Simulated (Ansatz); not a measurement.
# MoO+ (octet): the correlation ladder, def2-QZVPP

The task here is to estimate one member of a computed series from the others.

The runs use Ansatz 0.2.0, Gaussian basis; def2-QZVPP, core rule «outside noble gas», up to 5 orbitals frozen.

The runs, in order: UHF; ROHF; CCSD(T) on UHF.

## What is computed

The geometry is a PBE0/def2-TZVP stationary point (not a proven minimum) of the parent state, kept for this charge and spin. No spin-orbit coupling is included. Elements past krypton take def2 core potentials.

2 atoms, charge 1, spin multiplicity 8.

Atoms are counted from 1 here; the program's logs count them from 0.

Bond lengths: Mo1–O2 1.990 Å.

Set-up of the first run:

in.yaml

```yaml
crystal:
  periodic: [false, false, false]
  atoms:
    - {symbol: Mo, position_ang: [0.000000, 0.000000, 0.000000]}
    - {symbol: O, position_ang: [0.000000, 0.000000, 1.989800]}
basis:
  gaussian: {orbitals: "def2-QZVPP.json"}
total_charge: 1
magnetization: {spin_polarized: true, initial_magnetization: 7}
hamiltonian: {xc: hf}
output: {orbitals: {seedname: orbitals}}
```

Started as:

```
> ansatz run in.yaml --threads 1 --pin off --events-out ev --progress --plain --max-ram 3968MiB --backend cpu
```

Among the steps run: UHF; ROHF; CCSD(T) on UHF.

One of the session's tables, all rows but one given; the rest of the session is left out.

```
  method  from UCCSD(T) (kcal/mol)
    ROHF                         ?
     UHF                   +162.21
    UMP2                    +17.93
   UCCSD                     +4.03
UCCSD(T)                         0
```

Estimate the missing values for ROHF.

As computed: from UCCSD(T) (kcal/mol): +167.98. In the column «from UCCSD(T) (kcal/mol)» it is the highest.
